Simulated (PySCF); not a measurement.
# CH7FOSi2: the cost of one run

Programs: PySCF 2.14.0, with density-fitted response routines of our own. Each step states its level of theory. These are calculated values for one molecule in the gas phase, unless marked as measured. Atoms are numbered from 0 throughout.

## (1) The molecule as given

12 atoms, charge 0, multiplicity 1; geometry from: GFN2-xTB. The atoms were then displaced at random by about 0.01 Å, so the start is not that level's minimum.

Bonds of the start (Å): C0–Si1 1.87, Si1–O2 1.62, O2–Si3 1.65, Si3–F4 1.60, C0–H5 1.07, C0–H6 1.09, C0–H7 1.12, Si1–H8 1.46, Si1–H9 1.45, Si3–H10 1.41, Si3–H11 1.46.

## (2) Optimising the geometry at PBE0-D3(BJ)/def2-SVP

What the job is given:

```
{"job": {"xc": "PBE0", "basis": "def2-SVP", "d3": "d3bj", "grid": 1, "shake": 0.01, "kind": "geom"}, "charge": 0, "multiplicity": 1}
C     -1.861900     0.167130     0.368190
Si    -0.663800    -0.781390    -0.711220
O      0.845700    -0.470650    -0.221270
Si     2.170510     0.363930     0.297310
F      2.161950     1.751880    -0.501580
H     -1.749600    -0.022590     1.417600
H     -2.898630    -0.053450     0.106310
H     -1.740700     1.270280     0.230930
H     -0.779650    -2.217540    -0.503010
H     -0.730560    -0.375040    -2.103190
H      3.309890    -0.375600    -0.094460
H      1.976490     0.714770     1.705350
```

On the command line:

```sh
> OMP_NUM_THREADS=1 python probes_run.py task.json out
```

One launch serves the whole session: the jobs run in the order shown.

**Question.** How long does this first job take on 1 thread of Arm Neoverse V2, shared host, and how much memory does it need?

About 85 s, with a peak of 0.47 GiB.
